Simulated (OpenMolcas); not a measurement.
**C6ClF5 (chloropentafluorobenzene) at HF/ANO-RCC-VDZP (DKH3, RICD fitting)**

Aim: the vertical singlet–triplet gap of C6ClF5 (chloropentafluorobenzene) at HF/ANO-RCC-VDZP (DKH3, RICD fitting), from 2 runs. 

The calculation is run with OpenMolcas 26.06.

1 further run of the same task is left out (it didn't finish).

### 1 The structure to begin with

C6ClF5: 12 atoms, total charge 0, spin state singlet. As SMILES, `Fc1c(F)c(F)c(Cl)c(F)c1F`. The coordinates come from a GFN2-xTB relaxation.

Bond lengths: F1–C2 1.331 Å, C2–C3 1.393 Å, C3–F4 1.331 Å, C3–C5 1.392 Å, C5–F6 1.331 Å, C5–C7 1.395 Å, C7–Cl8 1.713 Å, C7–C9 1.395 Å, C9–F10 1.331 Å, C2–C11 1.393 Å, C9–C11 1.392 Å, C11–F12 1.331 Å. Some angles: F1–C2–C3 120.2°, F1–C2–C11 120.1°, C3–C2–C11 119.7°, C2–C3–F4 120.0°, C2–C3–C5 119.9°, F4–C3–C5 120.1°, C3–C5–F6 119.4°, C3–C5–C7 120.9°, F6–C5–C7 119.7°, C5–C7–Cl8 120.7°.

### 2 Energy and forces at HF/ANO-RCC-VDZP (DKH3, RICD fitting)

job.inp reads:

```
* C6ClF5 Hartree-Fock

&GATEWAY
  Coord
  12
  angstrom
  F       -0.385920      -1.941870      -1.922030
  C       -0.199820      -1.005380      -0.995090
  C       -0.936680       0.175850      -1.036170
  F       -1.829710       0.370060      -2.004130
  C       -0.738600       1.152340      -0.064280
  F       -1.448920       2.276450      -0.113490
  C        0.192380       0.967740       0.957670
  Cl       0.431930       2.173380       2.151440
  C        0.924230      -0.219400       0.987410
  F        1.818310      -0.418150       1.953140
  C        0.732900      -1.202050       0.020500
  F        1.439920      -2.328990       0.065030
  Basis
  ANO-RCC-VDZP
  Group
  NoSym
  RICD

&SEWARD
  Relativistic
  R03O02
  Expert

&SCF
  PrOrbitals
  0

&ALASKA
```

Command:

```sh
$ export MOLCAS_MEM=1860
$ pymolcas job.inp > job.log
```

Log, shortened:

```text
--- Start Module: gateway ---
[...]
--- Stop Module: gateway /rc=_RC_ALL_IS_WELL_ ---
[...]
 ###    WARNING:  EXPERT option is ON!                                       ###
 ###############################################################################
               SEWARD will generate:
[...]
      Basis functions          172
[...]
--- Start Module: scf ---
[...]
       Convergence after  15 Iterations
[...]
::    Total SCF energy                              -1186.0383157286
[...]
      Total spin, S                                     0.0000000000
[...]
      Total electronic charge=   98.000000
      Total            charge=   -0.000000
[...]
      Dipole Moment (debye):
      Origin of the operator (angstrom)=    0.0350    0.1764    0.1746
                   X=  9.8265E-02               Y=  4.9592E-01               Z=  4.8968E-01           Total=  7.0383E-01
      Quadrupole Moment (debye*angstrom):
[...]
--- Stop Module: scf /rc=_RC_ALL_IS_WELL_ ---
[...]
--- Start Module: alaska ---
[...]
 *              Molecular gradients               *
 **************************************************
  Irreducible representation: a
 ------------------------------------------------------------------------------------------
                              X                       Y                       Z
 ------------------------------------------------------------------------------------------
  F1               -3.65925263595379E-03   -1.84677894868912E-02   -1.82803560843929E-02
  C2                5.14691615296492E-04    2.37526145270373E-03    2.44382575859614E-03
  C3                3.28826463003296E-03   -1.19471083550937E-03    3.15141168307509E-03
  F4               -1.58539325825089E-02    3.74969877498721E-03   -1.69617430783795E-02
  C5                2.75447248701699E-03   -3.64322984756882E-03    7.22906876817309E-04
  F6               -1.19765938983960E-02    2.15180239193700E-02    1.10270965327341E-03
  C7                2.40877395997385E-03    1.25571624105465E-02    1.23285957885440E-02
  CL8              -1.16931726975800E-04   -5.77032559625934E-04   -5.65058204173852E-04
[...]
--- Stop Module: alaska /rc=_RC_ALL_IS_WELL_ ---
[...]
```

Wall time 2.9 min (1 thread of Intel Xeon Platinum 8175M at 2.50GHz (Skylake/Cascade Lake), shared host); peak memory 0.47 GiB.

### 3 The triplet

job.input reads:

```
* C6ClF5 Hartree-Fock
>>> EXPORT MOLCAS_PRINT=2

&GATEWAY
 Coord
 12
 angstrom
 F       -0.385920      -1.941870      -1.922030
 C       -0.199820      -1.005380      -0.995090
 C       -0.936680       0.175850      -1.036170
 F       -1.829710       0.370060      -2.004130
 C       -0.738600       1.152340      -0.064280
 F       -1.448920       2.276450      -0.113490
 C        0.192380       0.967740       0.957670
 Cl       0.431930       2.173380       2.151440
 C        0.924230      -0.219400       0.987410
 F        1.818310      -0.418150       1.953140
 C        0.732900      -1.202050       0.020500
 F        1.439920      -2.328990       0.065030
 Basis
 ANO-RCC-VDZP
 Group
 NoSym
 RICD

&SEWARD
 Relativistic
 R03O02
 Expert

&SCF
 UHF
 Spin
 3
 PrOrbitals
 0

&ALASKA
```

Command:

```sh
$ export MOLCAS_MEM=1860
$ pymolcas job.input > job.log
```

Log, shortened:

```text
--- Start Module: gateway ---
[...]
--- Stop Module: gateway /rc=_RC_ALL_IS_WELL_ ---
[...]
 ###    WARNING:  EXPERT option is ON!                                       ###
 ###############################################################################
               SEWARD will generate:
[...]
      Basis functions          172
[...]
--- Start Module: scf ---
[...]
       Convergence after  57 Iterations
[...]
::    Total SCF energy                              -1185.9045135355
[...]
      Total spin, S                                     1.1159141893
[...]
      Total electronic charge=   98.000000
      Total            charge=   -0.000000
[...]
      Dipole Moment (debye):
      Origin of the operator (angstrom)=    0.0350    0.1764    0.1746
                   X=  1.8168E-01               Y=  9.1416E-01               Z=  9.0410E-01           Total=  1.2985E+00
      Quadrupole Moment (debye*angstrom):
[...]
--- Stop Module: scf /rc=_RC_ALL_IS_WELL_ ---
[...]
--- Start Module: alaska ---
[...]
 *              Molecular gradients               *
 **************************************************
  Irreducible representation: a
 ------------------------------------------------------------------------------------------
                              X                       Y                       Z
 ------------------------------------------------------------------------------------------
  F1               -2.82776440998855E-03   -1.42498406274427E-02   -1.40917967210576E-02
  C2                7.11293626336684E-03    3.56907547895071E-02    3.53450739348760E-02
  C3                2.35490585472760E-02   -6.63467136615687E-02   -1.99594333770765E-02
  F4               -1.62077008121457E-02    5.98724826089736E-03   -1.57482945289047E-02
  C5                8.54909450641101E-02    8.99819219312814E-03    1.13121966923013E-01
  F6               -1.40484903326055E-02    1.77357815637400E-02   -4.29536270291653E-03
  C7               -1.68775697663104E-02   -8.40683141556218E-02   -8.34061594906910E-02
  CL8               1.77751817925209E-03    8.93079333365776E-03    8.84124075790993E-03
[...]
--- Stop Module: alaska /rc=_RC_ALL_IS_WELL_ ---
[...]
```

Wall time 6.1 min (1 thread of Intel Xeon Platinum 8175M at 2.50GHz (Skylake/Cascade Lake), shared host); peak memory 0.47 GiB.

### 4 Results

Level: HF/ANO-RCC-VDZP (DKH3, RICD fitting).

| quantity | value |
| --- | --- |
| singlet: total energy | -1186.03832 Eh |
| singlet: dipole moment | 0.70 D |
| singlet: HOMO energy | -10.53 eV |
| singlet: LUMO energy | 2.09 eV |
| singlet: HOMO–LUMO gap | 12.62 eV |
| singlet: largest force on an atom | 1.349 eV/Å |
| triplet: total energy | -1185.90451 Eh |
| triplet: dipole moment | 1.30 D |
| triplet: HOMO energy (highest over α and β) | -7.07 eV |
| triplet: LUMO energy (lowest over α and β) | -1.49 eV |
| triplet: ⟨S²⟩ | 2.361 |
| triplet: largest force on an atom | 7.306 eV/Å |
| vertical energy of the triplet above the singlet | 3.641 eV |

What this shows: At this shape the triplet lies 3.64 eV (351 kJ/mol) above the singlet. The largest force (singlet) is 1.35 eV/Å: the shape isn't a stationary point for this species at this level. ⟨S²⟩ (triplet) is 2.36 where a pure triplet has 2.00: the reference is spin-contaminated.
